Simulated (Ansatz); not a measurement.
**GeH2 (triplet): the correlation ladder at angle H2–Ge1–H3 = 140.9°, cc-pVDZ**

How much of the correlation energy of GeH2 (triplet) does each wave-function method recover here?

Program: Ansatz 0.2.0, Gaussian basis. Level of theory: cc-pVDZ, core rule «outside noble gas», up to 14 orbitals frozen. These are calculated values, not measurements.

To be run: UHF; CCSD(T) on ROHF; CCSD(T) on UHF; BCCD(T) on ROHF; CISD; CCSDT(Q) on ROHF; CCSDT(Q) on UHF; CASSCF and MRCISD+Q, 4 electrons in 4 orbitals; CASSCF and NEVPT2, 4 electrons in 4 orbitals; CASSCF and MRCISD+Q, 6 electrons in 6 orbitals; CASSCF and MRCISD+Q(relaxed), 6 electrons in 6 orbitals; CASSCF and NEVPT2, 6 electrons in 6 orbitals; Full CI.

15 further runs of the same task are left out: 2 for a mislabelled method, 9 that didn't finish, 4 set aside as unsound or not needed.

### 1 The geometry

The geometry derives from a PBE0/def2-TZVP stationary point (not a proven minimum). One angle is set to the value named; bond lengths are kept. No spin-orbit coupling is included. The filled d shell of Ge may be among the frozen orbitals whatever the setting's name suggests; the logs give the count.

3 atoms, charge 0, spin multiplicity 3.

Atoms are counted from 1 here; the program's logs count them from 0.

Bond lengths: Ge1–H2 1.541 Å, Ge1–H3 1.541 Å. Angles: H2–Ge1–H3 140.9°.

As a file:

```
Ge    0.00000   -0.01392    0.00000
H     0.00000    0.50159   -1.45172
H     0.00000    0.50159    1.45172
```

### 2 UHF

The input, in.yaml:

```yaml
crystal:
  periodic: [false, false, false]
  atoms:
    - {symbol: Ge, position_ang: [0.000000, -0.013920, 0.000000]}
    - {symbol: H, position_ang: [0.000000, 0.501588, -1.451723]}
    - {symbol: H, position_ang: [0.000000, 0.501588, 1.451723]}
basis:
  gaussian: {orbitals: cc-pVDZ}
magnetization: {spin_polarized: true, initial_magnetization: 2}
hamiltonian: {xc: hf}
output: {orbitals: {seedname: orbitals}}
```

Started as:

```bash
ansatz run in.yaml --threads 1 --pin off --events-out ev --progress --plain --max-ram 2393MiB
```

Further steps of the session: CCSD(T) on ROHF; CCSD(T) on UHF; BCCD(T) on ROHF; CISD; CCSDT(Q) on ROHF; CCSDT(Q) on UHF; CASSCF and MRCISD+Q, 4 electrons in 4 orbitals; CASSCF and NEVPT2, 4 electrons in 4 orbitals; CASSCF and MRCISD+Q, 6 electrons in 6 orbitals; CASSCF and MRCISD+Q(relaxed), 6 electrons in 6 orbitals; CASSCF and NEVPT2, 6 electrons in 6 orbitals; Full CI.

Before running them: what should the planned runs give, taken together? Wanted: FCI below the RHF energy; RMP2 from FCI; UMP2 from FCI; RCCSD from FCI; RCCSD(T) from FCI; UCCSD(T) from FCI; RCCSDT(Q) from FCI; UCCSDT(Q) from FCI; NEVPT2 pair from FCI.

As calculated:

| quantity | value |
| --- | --- |
| FCI below the RHF energy | -2.6083 eV |
| RMP2 from FCI | +643.9 meV |
| UMP2 from FCI | +631.3 meV |
| RCCSD from FCI | +66.0 meV |
| RCCSD(T) from FCI | +16.4 meV |
| UCCSD(T) from FCI | +5.9 meV |
| RCCSDT(Q) from FCI | -0.3 meV |
| UCCSDT(Q) from FCI | -10.6 meV |
| NEVPT2 pair from FCI | +619.2 meV |
| MRCISD+Q pair from FCI | -11.8 meV |
| NEVPT2 valence from FCI | +486.2 meV |
| levels within 1 kcal/mol (43 meV) | RCCSD(T), UCCSD(T), BCCD(T), RCCSDT, UCCSDT, RCCSDT(Q), UCCSDT(Q), MRCISD+Q pair, MRCISD+Q valence, MRCISD+Q(relaxed) valence |
| T1 diagnostic | 0.020 |
| effectively unpaired electrons | 2.03 |

What this shows: RCCSD(T) misses by +16.4 meV, 0.6 % of the correlation energy. UCCSDT, UCCSDT(Q), MRCISD+Q pair, MRCISD+Q(relaxed) valence fall below full CI: unrestricted runs freeze a spin-polarised core, another one than full CI's, and coupled cluster isn't variational. One determinant dominates. Of the multireference levels listed MRCISD+Q valence comes nearest in total energy (-0.3 meV), which doesn't show that its space is the better one. These misses are within one basis, not against nature; the frozen cores of restricted and unrestricted runs differ, which can shift their rows.
